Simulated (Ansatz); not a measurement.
# C2H4OSi: the cost of one run

All numbers below are computed with Ansatz 0.2.0 (RKS PBE-D4/6-31G*).

### 1 Starting point

Bond lengths: O1–C2 1.209 Å, C2–C3 1.314 Å, C3–Si4 1.698 Å, C3–H5 1.106 Å, Si4–H6 1.509 Å, Si4–H7 1.481 Å, Si4–H8 1.500 Å. Angles: O1–C2–C3 177.5°, C2–C3–Si4 120.3°, C2–C3–H5 118.9°, Si4–C3–H5 120.7°, C3–Si4–H6 114.3°, C3–Si4–H7 111.4°, C3–Si4–H8 111.0°, H6–Si4–H7 107.0°, H6–Si4–H8 106.6°, H7–Si4–H8 106.0°.

As a file:

```xyz
8

O     1.5301   -0.6017    2.2365
C     1.1540   -0.3831    1.1086
C     0.7795   -0.1867   -0.1354
Si   -0.8205    0.2564   -0.4895
H     1.5287   -0.2910   -0.9426
H    -1.2695    1.5394    0.1653
H    -1.0275    0.4173   -1.9472
H    -1.7827   -0.8078   -0.0514
```

### 2 Relaxing end A

input.yaml reads:

```yaml
crystal:
  periodic: [false, false, false]
  atoms:
    - { symbol: O, position_ang: [1.5301, -0.6017, 2.2365] }
    - { symbol: C, position_ang: [1.154, -0.3831, 1.1086] }
    - { symbol: C, position_ang: [0.7795, -0.1867, -0.1354] }
    - { symbol: Si, position_ang: [-0.8205, 0.2564, -0.4895] }
    - { symbol: H, position_ang: [1.5287, -0.291, -0.9426] }
    - { symbol: H, position_ang: [-1.2695, 1.5394, 0.1653] }
    - { symbol: H, position_ang: [-1.0275, 0.4173, -1.9472] }
    - { symbol: H, position_ang: [-1.7827, -0.8078, -0.0514] }
basis:
  gaussian: { orbitals: "6-31G*" }
hamiltonian:
  xc: pbe
  dispersion: d4
relax:
  f_tol: 0.02
  max_steps: 50
```

Run with:

```
ansatz run input.yaml --threads 1 --pin off --max-ram 2048MiB --backend cpu --events-out ev --progress --plain --runs-dir out
```

Q: Estimate wall time and peak memory on 1 thread of Arm Neoverse V1, shared host.

About 42 s, with a peak of 0.13 GiB.
